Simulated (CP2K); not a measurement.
# CH7OSi2 (SMILES C[Si](O)[SiH3]), run twice

Wanted: energy and forces of CH7OSi2, PM6.

The calculation is run with CP2K 2026.2.

1 further run of the same task is left out (set aside as unsound or not needed).

## 1. The structure to begin with

CH7OSi2 has 11 atoms, charge 0, and is taken as a doublet. As SMILES, `C[Si](O)[SiH3]`. The coordinates come from a GFN2-xTB relaxation. This is one conformer, not always the lowest.

Bond lengths: C1–Si2 1.919 Å, Si2–O3 1.649 Å, Si2–Si4 2.291 Å, C1–H5 1.088 Å, C1–H6 1.089 Å, C1–H7 1.085 Å, O3–H8 0.953 Å, Si4–H9 1.472 Å, Si4–H10 1.469 Å, Si4–H11 1.466 Å. Some angles: C1–Si2–O3 106.3°, C1–Si2–Si4 118.1°, O3–Si2–Si4 105.5°, Si2–C1–H5 112.4°, Si2–C1–H6 110.6°, Si2–C1–H7 111.1°, Si2–O3–H8 123.6°, Si2–Si4–H9 123.4°, Si2–Si4–H10 105.9°, Si2–Si4–H11 108.3°.

## 2. Try one

Contents of qs.inp:

```
&GLOBAL
  PROJECT qs
  RUN_TYPE ENERGY_FORCE
  PRINT_LEVEL MEDIUM
&END GLOBAL

&FORCE_EVAL
  METHOD QUICKSTEP
  &DFT
    MULTIPLICITY 2
    UNRESTRICTED_KOHN_SHAM T
    &QS
      METHOD PM6
      EPS_DEFAULT 1.0E-10
      &SE
        &COULOMB
          CUTOFF [angstrom] 50
          RC_RANGE [angstrom] 0
        &END COULOMB
        &EXCHANGE
          CUTOFF [angstrom] 50
          RC_RANGE [angstrom] 0
        &END EXCHANGE
      &END SE
    &END QS
    &POISSON
      PERIODIC NONE
      POISSON_SOLVER ANALYTIC
    &END POISSON
    &SCF
      SCF_GUESS ATOMIC
      EPS_SCF 1.0E-06
      MAX_SCF 100
      &DIAGONALIZATION
        ALGORITHM STANDARD
      &END DIAGONALIZATION
      &MIXING
        METHOD DIRECT_P_MIXING
        ALPHA 0.4
      &END MIXING
    &PRINT
      &MOMENTS
        PERIODIC F
        REFERENCE COM
        MAX_MOMENT 1
      &END MOMENTS
      &MO ON
        ENERGIES T
        OCCUPATION_NUMBERS T
        NDIGITS 6
        &EACH
          QS_SCF 0
        &END EACH
        ADD_LAST NUMERIC
      &END MO
      &HIRSHFELD OFF
      &END HIRSHFELD
    &END PRINT
  &END DFT
  &SUBSYS
    &CELL
      ABC 19.9 21 20.1
      PERIODIC NONE
    &END CELL
    &COORD
      C      0.468360     1.692450     0.258330
      Si     0.754560    -0.162790    -0.138390
      O      1.207450    -0.875440     1.277740
      Si    -1.022890    -1.389510    -0.902180
      H      1.394150     2.213940     0.491890
      H     -0.195240     1.803830     1.115050
      H      0.010180     2.205210    -0.581140
      H      1.636310    -0.408650     1.989830
      H     -2.260560    -1.592020    -0.130740
      H     -1.446560    -0.749390    -2.154100
      H     -0.545760    -2.737620    -1.226290
    &END COORD
    &TOPOLOGY
      &CENTER_COORDINATES
      &END CENTER_COORDINATES
    &END TOPOLOGY
  &END SUBSYS
  &PRINT
    &FORCES ON
    &END FORCES
  &END PRINT
&END FORCE_EVAL
```

Command:

```sh
$ OMP_NUM_THREADS=1 cp2k.psmp -i qs.inp -o qs.out
```

The program printed:

```text
Possible matches for unknown subsection

 MOMENTS

   subsection MOMENTS in section %__ROOT__%FORCE_EVAL%DFT%ENERGY_CORRECTION%PRINT score:  110
   subsection MOMENTS in section %__ROOT__%FORCE_EVAL%DFT%REAL_TIME_PROPAGATION%PRINT score:  110
   subsection MOMENTS in section %__ROOT__%FORCE_EVAL%DFT%PRINT score:  110
   subsection MOMENTS_FT in section %__ROOT__%FORCE_EVAL%DFT%REAL_TIME_PROPAGATION%PRINT score:  107
   enum SILENT in section %__ROOT__%GLOBAL%PRINT for keyword _SECTION_PARAMETERS_ score:  106

 *******************************************************************************
 *   ___                                                                       *
 *  /   \                                                                      *
 * [ABORT]                                                                     *
 *  \___/               unknown subsection MOMENTS of section PRINT            *
 *    |                                                                        *
 *  O/|                                                                        *
 * /| |                                                                        *
 * / \                                               input/input_parsing.F:192 *
 *******************************************************************************

 ===== Routine Calling Stack =====

            6 section_vals_parse
            5 section_vals_parse
            4 section_vals_parse
            3 section_vals_parse
            2 section_vals_parse
            1 read_input
```

Wall time 1.3 s (1 thread of AMD EPYC 7R43 (Zen 3), shared host); peak memory 0.16 GiB.

## 3. What went wrong

The input was rejected.

The telling line is `\___/               unknown subsection MOMENTS of section PRINT`. The fault: a section of the input isn't closed.

## 4. Try two

Contents of job.inp:

```
&GLOBAL
   PROJECT_NAME job
   RUN_TYPE ENERGY_FORCE
   PRINT_LEVEL MEDIUM
&END GLOBAL
&FORCE_EVAL
   METHOD QS
   &DFT
      MULTIPLICITY 2
      UNRESTRICTED_KOHN_SHAM T
      &QS
         METHOD PM6
         EPS_DEFAULT 1.0E-10
         &SE
            &COULOMB
               CUTOFF [angstrom] 50
               RC_RANGE [angstrom] 0
            &END COULOMB
            &EXCHANGE
               CUTOFF [angstrom] 50
               RC_RANGE [angstrom] 0
            &END EXCHANGE
         &END SE
      &END QS
      &POISSON
         PERIODIC NONE
         POISSON_SOLVER ANALYTIC
      &END POISSON
      &SCF
         SCF_GUESS ATOMIC
         EPS_SCF 1.0E-06
         MAX_SCF 100
         &DIAGONALIZATION
            ALGORITHM STANDARD
         &END DIAGONALIZATION
         &MIXING
            METHOD DIRECT_P_MIXING
            ALPHA 0.4
         &END MIXING
      &END SCF
      &PRINT
         &MOMENTS
            PERIODIC F
            REFERENCE COM
            MAX_MOMENT 1
         &END MOMENTS
         &MO ON
            ENERGIES T
            OCCUPATION_NUMBERS T
            NDIGITS 6
            &EACH
               QS_SCF 0
            &END EACH
            ADD_LAST NUMERIC
         &END MO
         &HIRSHFELD OFF
         &END HIRSHFELD
      &END PRINT
   &END DFT
   &SUBSYS
      &CELL
         ABC 19.9 21 20.1
         PERIODIC NONE
      &END CELL
      &COORD
         C      0.468360     1.692450     0.258330
         Si     0.754560    -0.162790    -0.138390
         O      1.207450    -0.875440     1.277740
         Si    -1.022890    -1.389510    -0.902180
         H      1.394150     2.213940     0.491890
         H     -0.195240     1.803830     1.115050
         H      0.010180     2.205210    -0.581140
         H      1.636310    -0.408650     1.989830
         H     -2.260560    -1.592020    -0.130740
         H     -1.446560    -0.749390    -2.154100
         H     -0.545760    -2.737620    -1.226290
      &END COORD
      &TOPOLOGY
         &CENTER_COORDINATES
         &END CENTER_COORDINATES
      &END TOPOLOGY
   &END SUBSYS
   &PRINT
      &FORCES ON
      &END FORCES
   &END PRINT
&END FORCE_EVAL
```

Command:

```sh
$ OMP_NUM_THREADS=1 cp2k.psmp job.inp > job.out
```

The program printed:

```text
CP2K| version string:                                       CP2K version 2026.2
[...]
 GLOBAL| Method name                                                        CP2K
[...]
 GLOBAL| Run type                                                   ENERGY_FORCE
[...]
                             - Atoms:                                         11
[...]
                             - Spherical basis functions:                     33
[...]
 Number of electrons:                                                         13
[...]
     1 P_Mix/Diag. 0.40E+00    0.0     0.43197087       -18.0137923529 -1.80E+01
[...]
    24 DIIS/Diag.  0.13E-06    0.0     0.00000046       -24.0581365352 -8.01E-12
  *** SCF run converged in    24 steps ***
  Core-core repulsion energy [eV]:                           1289.26682098216043
  Core Hamiltonian energy [eV]:                             -1055.92071218699152
  Two-electron integral energy [eV]:                        -1776.00259385701634
  Electronic energy [eV]:                                   -1943.92200911549958
  Total energy [eV]:                                         -654.65518813333927
  Atomic reference energy [eV]:                               653.12321709882940
  Heat of formation [kcal/mol]:                               -35.32809411743541
[...]
 SE_DIPOLE| Moment [Debye]         -0.14294769      -1.68663163      -0.88206090
 SE_DIPOLE| Derivative [a.u.]       0.00000000       0.00000000       0.00000000
 ENERGY| Total FORCE_EVAL ( QS ) energy [hartree]            -24.058136535221720
 FORCES| Atomic forces [hartree/bohr]
 FORCES|   Atom     x               y               z               |f|
 FORCES|      1  4.83447235E-03 -1.97034423E-02 -4.14629111E-03   2.07072328E-02
 FORCES|      2 -4.15123855E-02  2.18356199E-03 -1.78695972E-02   4.52478574E-02
 FORCES|      3  1.73904222E-02  1.15831247E-02  1.69585018E-02   2.69107106E-02
 FORCES|      4  2.28912880E-02  1.78014203E-02  5.10922140E-03   2.94449618E-02
 FORCES|      5  4.08778793E-03  1.87627756E-03  3.78139232E-04   4.51369216E-03
 FORCES|      6 -3.03122842E-03  7.59956929E-04  3.25330091E-03   4.51108048E-03
 FORCES|      7 -2.84775692E-03  2.84816335E-03 -6.31777713E-03   7.49240027E-03
 FORCES|      8 -3.69162845E-04 -1.48150128E-02  6.44075732E-03   1.61587203E-02
 FORCES|      9 -4.45271541E-03  2.06181216E-03  8.06253326E-03   9.43833600E-03
 FORCES|     10 -2.16354140E-03  4.87141621E-03 -9.51289527E-03   1.09044387E-02
 FORCES|     11  5.17282008E-03 -9.46727812E-03 -2.35589321E-03   1.10425384E-02
 FORCES| Sum     6.93889390E-18  1.73472348E-16  5.20417043E-16
 FORCES| Total atomic force                                       5.48611613E-16
[...]
```

Wall time 1.2 s (1 thread of AMD EPYC 7R43 (Zen 3), shared host); peak memory 0.18 GiB.

## 5. Outcome

Level: PM6.

```
                                 quantity           value
                             total energy    -24.05814 Eh
                            dipole moment          1.91 D
       HOMO energy (highest over α and β)        -6.48 eV
heat of formation at this unrelaxed shape  -35.3 kcal/mol
                 largest force on an atom      2.327 eV/Å
```

**Reading.** The largest force is 2.33 eV/Å: the shape isn't a stationary point for this species at this level.
